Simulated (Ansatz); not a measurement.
Working through an active-space calculation of BrClGaH, SMILES [Cl][GaH][Br]

With Ansatz 0.2.0 through its Python package.

Interactive session:
```pycon
>>> import ansatz
>>> geometry = (
...     ansatz.Crystal.molecule()
...     .atom("Cl", (-1.9483, 0.0021, -0.5373))
...     .atom("Ga", (0.13, 0.1786, -0.1223))
...     .atom("Br", (1.183, -1.7106, 0.9794))
...     .atom("H", (0.6909, 1.4695, -0.3401))
... )
>>> setup = (
...     geometry.calculation()
...     .basis(gaussian="def2-SVP")
...     .correlation(active_electrons=4, active_orbitals=5)
... )
>>> for method in ["sc_nevpt2"]:
...     rep = (setup if method is None else setup.correlation(method)).run(threads=1, backend="cpu").report
...     space = rep["configurations"]
...     state = space["states"][0]
...     print(method or "casscf", f"total {rep['free_energy_ev'] / 27.211386246:.6f} Ha, active-space state {state['energy']['hartree']:.6f} Ha, mean field {rep['reference_energy_ev'] / 27.211386246:.6f} Ha")
...     print("  determinants", state["n_determinants"], " natural occupations", [round(n, 3) for n in space["natural_occupations"]])
...
RunWarning: the results are in doubt because another end's mean lies 0.173 eV lower, and its corrected mean 0.000 eV higher
sc_nevpt2 total -4955.713439 Ha, active-space state -4955.175520 Ha, mean field -4955.146640 Ha
  determinants 100  natural occupations [1.98, 1.973, 0.027, 0.013, 0.007]
>>> print("effectively unpaired electrons, sum of min(n, 2 - n):", round(sum(min(n, 2 - n) for n in space["natural_occupations"]), 3))
effectively unpaired electrons, sum of min(n, 2 - n): 0.094
```

Notes:
- Total energies depend on the basis set; only differences at equal settings carry meaning.
- Warnings are shown shortened and without file and line.
- The geometry is a force-field or estimated start, not a minimum of this method, and the basis set is short of its limit. The active space starts as a window about the frontier orbitals and is then optimised, not chosen by chemistry.
- A lower CASSCF solution was found and passed over, so the printed active-space state isn't the lowest.
- Timing: 28 s on 1 thread of Arm Neoverse V2, on a shared host, peak memory 0.31 GiB.

(Lines on the test bed's own set-up are left out of the output.)
